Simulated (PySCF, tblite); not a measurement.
# C6H11Cl2FSi: geometry, infrared bands and NMR shifts

What infrared bands and NMR shifts should C6H11Cl2FSi (`C[C@@H](F)[C@H]1CC[Si@H]1C(Cl)Cl`) show?

Programs: tblite 0.8.0 and PySCF 2.14.0, with density-fitted response routines of our own. Each step states its level of theory. These are calculated values for one molecule in the gas phase, unless marked as measured. Atoms count from 0, in the outputs and in this text.

## Step 1: The starting structure

21 atoms, charge 0, multiplicity 1; geometry from: force field or distance geometry start.

Bonds of the start (Å): C0–C1 1.52, C1–F2 1.36, C1–C3 1.51, C3–C4 1.56, C4–C5 1.55, C5–Si6 1.89, Si6–C7 1.82, C7–Cl8 1.78, C7–Cl9 1.78, Si6–C3 1.90, C0–H10 1.09, C0–H11 1.10, C0–H12 1.10, C1–H13 1.09, C3–H14 1.10, C4–H15 1.10, C4–H16 1.10, C5–H17 1.09, C5–H18 1.09, Si6–H19 1.50, C7–H20 1.09.

## Step 2: Optimising the geometry with GFN2-xTB

What the job is given:

```
{"job": {"kind": "relax", "xc": "GFN2-xTB", "basis": "xTB"}, "charge": 0, "multiplicity": 1}
C     -2.272900     0.945800     0.880200
C     -1.497900     0.620700    -0.382300
F     -0.689000     1.669800    -0.685100
C     -0.633500    -0.612100    -0.217100
C      0.220700    -1.013400    -1.461800
C      1.378400    -1.675700    -0.671200
Si     1.000800    -0.486600     0.751000
C      1.874800     1.103300     0.597300
Cl     3.631400     0.820800     0.734800
Cl     1.349800     2.201000     1.896900
H     -1.625700     1.162700     1.725400
H     -2.893200     1.840600     0.717000
H     -2.947400     0.124900     1.174500
H     -2.187600     0.475900    -1.207300
H     -1.224200    -1.464400     0.156600
H      0.544000    -0.156100    -2.071100
H     -0.288700    -1.694700    -2.152700
H      2.369900    -1.588100    -1.125600
H      1.202300    -2.718600    -0.399300
H      0.978400    -1.149700     2.095500
H      1.700500     1.611100    -0.356400
```

Launch:

```
$ OMP_NUM_THREADS=1 python probes_run.py task.json out
```

This one command runs all jobs of the session in turn.

**Question.** This job is followed by: GFN2-xTB harmonic vibrations, gas phase; GIAO PBE0/pcSseg-1 NMR shielding, non-relativistic, gas phase. Predict these results of the whole session: strongest single infrared mode (GFN2-xTB); zero-point energy (GFN2-xTB); 13C shifts against TMS (PBE0/pcSseg-1); 1H shifts against TMS (PBE0/pcSseg-1, means over atoms taken as alike); 19F shifts against CFCl3 (PBE0/pcSseg-1); 29Si shifts against TMS (PBE0/pcSseg-1); 35Cl shifts against HCl (PBE0/pcSseg-1).

As calculated:

| quantity | value |
| --- | --- |
| strongest single infrared mode (GFN2-xTB) | 2286 cm⁻¹, 219 km/mol |
| zero-point energy (GFN2-xTB) | 98.2 kcal/mol |
| 13C shifts against TMS (PBE0/pcSseg-1) | 99.3, 72.1, 45.0, 25.3, 24.8, 17.4 ppm |
| 1H shifts against TMS (PBE0/pcSseg-1, means over atoms taken as alike) | 5.95, 4.94, 4.93, 2.28, 2.14, 1.90, 1.88, 1.55, 1.43 ppm |
| 19F shifts against CFCl3 (PBE0/pcSseg-1) | -201.9 ppm |
| 29Si shifts against TMS (PBE0/pcSseg-1) | -2.4 ppm |
| 35Cl shifts against HCl (PBE0/pcSseg-1) | 220, 200 ppm |

The optimisation took 152 steps and gained 0.415 eV; among the close pairs (by a distance rule), Si6–C7 changed most, from 1.821 to 1.921 Å. All 57 modes are real, so the xTB geometry is a minimum. The strongest single mode, at 2286 cm⁻¹, moves mainly H19. GFN2-xTB is a fitted tight-binding method: band positions and strengths are rough. Its intensities can rank the bands wrongly. C7 stands next to heavy halogen, whose spin-orbit shielding this run leaves out, so the computed shift lies too far downfield, most of all for carbon beside Br or I. The most deshielded hydrogen is H20 (hydrogen on an sp3 CH bonded to 2 Cl and Si), at 5.95 ppm: its carbon carries Cl, an electronegative neighbour.
